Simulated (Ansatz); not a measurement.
# SrWO4: the cost of one run

Computed with Ansatz 0.2.0 (DFT r2SCAN, scalar-relativistic, plane waves, PAW, unless a step's input says otherwise).

**1. The system as given**

Symmetry: I4_1/a, No. 88, tetragonal system. Conventional cell: a = 5.391 Å, b = 5.391 Å, c = 11.893 Å, α = 90.00°, β = 90.00°, γ = 90.00°. Around Sr (site symmetry -4) lie 8 O at 2.49 to 2.55 Å. W (site symmetry -4) has 4 O at 1.87 Å as nearest neighbours. O (site symmetry 1) is surrounded by 1 W at 1.87 Å and 2 Sr at 2.49 to 2.55 Å.

Coordinates:

```xyz
12
Lattice="-2.6955 2.6955 5.9465 2.6955 -2.6955 5.9465 2.6955 2.6955 -5.9465" Properties=species:S:1:pos:R:3 pbc="T T T"
Sr    0.0000    2.6955    2.9733
Sr    0.0000    0.0000    0.0000
W     2.6955    0.0000    2.9733
W     0.0000    0.0000    5.9465
O     4.0416   -0.8491    1.9873
O     0.8491    1.3461    4.9606
O     1.3494    0.8491    1.9873
O     1.8464    1.3494   -0.9859
O     1.3494    3.5446    0.9859
O     1.8464   -1.3461    3.9592
O     1.3461   -0.8491    6.9324
O     3.5446    1.3461    3.9592
```

The structure rests on an entry of the Crystallography Open Database; cell or positions may have been set otherwise for this series.

**2. Relaxing cell and atoms: SrWO4, no spin, 14 GPa**

Input file input.yaml:

```yaml
crystal:
  lattice:
    - [-2.6955, 2.6955, 5.9465]
    - [2.6955, -2.6955, 5.9465]
    - [2.6955, 2.6955, -5.9465]
  atoms:
    - { symbol: Sr, position: [0.75, 0.25, 0.5] }
    - { symbol: Sr, position: [0.0, 0.0, 0.0] }
    - { symbol: W, position: [0.25, 0.75, 0.5] }
    - { symbol: W, position: [0.5, 0.5, 0.0] }
    - { symbol: O, position: [0.0096, 0.9168, 0.5922] }
    - { symbol: O, position: [0.6668, 0.5746, 0.4072] }
    - { symbol: O, position: [0.3246, 0.4174, 0.4078] }
    - { symbol: O, position: [0.1674, 0.2596, 0.5928] }
    - { symbol: O, position: [0.7404, 0.3332, 0.9078] }
    - { symbol: O, position: [0.0832, 0.6754, 0.0928] }
    - { symbol: O, position: [0.4254, 0.8326, 0.0922] }
    - { symbol: O, position: [0.5826, 0.9904, 0.9072] }
scf:
  occupations: { method: fixed }
output:
  forces: true
  stress: true
  eigenvalues: true
  write_density: true
  write_potential: true
  elf: true
  volumetric_format: npy
kpoints:
  mp_grid: { grid: [6, 6, 6] }
hamiltonian:
  xc: r2scan
relax:
  f_tol: 0.005
  max_steps: 60
  cell: { stress_tol: 0.03, p_target: 14.0 }
```

Command:

```console
> ansatz run input.yaml --threads 4 --pin off --max-ram 10240MiB --backend cpu --events-out ev --progress --plain --runs-dir out
```

**Question.** How long does this run take on 4 threads of Arm Neoverse V1, shared host, and how much memory does it need?

About 2.4 min, with a peak of 1.4 GiB.
